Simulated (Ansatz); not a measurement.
# C₂H₉NOSi: a ladder of functionals and wavefunction methods

How much do the methods differ for C₂H₉NOSi? The plan is to run it at one geometry with functionals of several rungs and with coupled cluster, and see how far each lands from CCSD(T) at the basis-set limit for the atomisation energy.

Method: functionals in def2-TZVPP, the program's frozen cores in correlated methods; program: Ansatz 0.2.0, Gaussian basis.

Plan: PBE-D4, r2SCAN-D4, PBE0-D4, B3LYP-D4, ωB97X-V, ωB97M-V, B2PLYP; CCSD(T)/def2-TZVPP; MP2/def2-QZVPP; extrapolation to the limit.

## Step 1: The relaxed structure

All runs share one geometry, relaxed beforehand with PBE0-D4 in a triple-zeta def2 set.

SMILES `CO[SiH](C)N`, 14 atoms, charge 0, spin multiplicity 1.

Atoms are counted from 1 here; the program's logs count them from 0.

Bond lengths: C1–O2 1.404 Å, C1–H6 1.097 Å, C1–H7 1.097 Å, C1–H8 1.092 Å, O2–Si3 1.650 Å, Si3–C4 1.863 Å, Si3–N5 1.710 Å, Si3–H9 1.482 Å, C4–H10 1.092 Å, C4–H11 1.092 Å, C4–H12 1.094 Å, N5–H13 1.006 Å, N5–H14 1.005 Å. Angles: O2–C1–H6 111.6°, O2–C1–H7 111.7°, O2–C1–H8 108.6°, H6–C1–H7 108.4°, H6–C1–H8 108.1°, H7–C1–H8 108.3°, C1–O2–Si3 123.3°, O2–Si3–C4 110.9°, O2–Si3–N5 114.4°, O2–Si3–H9 102.2°, C4–Si3–N5 106.8°, C4–Si3–H9 113.0°, N5–Si3–H9 109.6°, Si3–C4–H10 110.6°, Si3–C4–H11 110.8°, Si3–C4–H12 111.5°, H10–C4–H11 108.2°, H10–C4–H12 107.7° and more.

## Step 2: PBE-D4 (GGA)

Input file in.yaml:

```yaml
crystal:
  periodic: [false, false, false]
  atoms:
    - {symbol: C, position_ang: [-1.053495, -1.562231, 0.718578]}
    - {symbol: O, position_ang: [-0.595206, -1.194140, -0.556992]}
    - {symbol: Si, position_ang: [0.389456, 0.102195, -0.825198]}
    - {symbol: C, position_ang: [-0.446376, 1.688665, -0.318907]}
    - {symbol: N, position_ang: [1.880803, 0.040192, 0.008982]}
    - {symbol: H, position_ang: [-1.779385, -0.839757, 1.111442]}
    - {symbol: H, position_ang: [-0.228897, -1.649511, 1.436586]}
    - {symbol: H, position_ang: [-1.546847, -2.533546, 0.643636]}
    - {symbol: H, position_ang: [0.632159, 0.014833, -2.284299]}
    - {symbol: H, position_ang: [-1.436199, 1.763827, -0.774962]}
    - {symbol: H, position_ang: [0.140472, 2.554792, -0.633484]}
    - {symbol: H, position_ang: [-0.574997, 1.746618, 0.765979]}
    - {symbol: H, position_ang: [2.578062, -0.663774, -0.162239]}
    - {symbol: H, position_ang: [2.040438, 0.531847, 0.870867]}
basis:
  gaussian: {orbitals: def2-TZVPP}
hamiltonian: {xc: pbe, dispersion: d4}
output: {forces: true, orbitals: {seedname: orbitals}}
```

Started as:

```bash
$ ansatz run in.yaml --threads 2 --pin off --events-out ev --progress --plain --max-ram 22528MiB --backend cuda --devices 0, --max-vram 18GiB
```

After this run come: r2SCAN-D4 (meta-GGA); PBE0-D4 (hybrid); B3LYP-D4 (hybrid); ωB97X-V (range-separated); ωB97M-V (range-separated); B2PLYP (double hybrid); CCSD(T) in def2-TZVPP; MP2 in def2-QZVPP.

Q: Predict the results of all the runs planned. Wanted: atomisation energy, CCSD(T)/CBS; farthest; mean size of error, hybrid; mean size of error, range-separated; gap, smallest and largest; T1 diagnostic; triples share of the correlation energy.

**Answer**, as computed:

```
                               quantity                                           value
        atomisation energy, CCSD(T)/CBS                                 1251.1 kcal/mol
functionals within 6.3 kcal/mol (0.5 %)  r2SCAN-D4, PBE0-D4, B3LYP-D4, ωB97X-V, ωB97M-V
                               farthest                         B2PLYP (-14.2 kcal/mol)
             mean size of error, hybrid                                    2.9 kcal/mol
    mean size of error, range-separated                                    2.6 kcal/mol
              gap, smallest and largest            6.00 eV (PBE-D4), 12.61 eV (ωB97X-V)
                          T1 diagnostic                                          0.0104
triples share of the correlation energy                                           3.5 %
```

In words: PBE-D4 misses by +12.4 kcal/mol. Double hybrids carry the basis error of their MP2 part in triple zeta, and no dispersion term here, so their miss is partly the set-up's. The reference freezes the cores and leaves out relativity and excitations past (T), so misses under about 6.3 kcal/mol can't be ranked. Hartree-Fock recovers 73 % of the binding; the rest is correlation. Orbital gaps span 6.0 to 12.6 eV; exact exchange widens them.
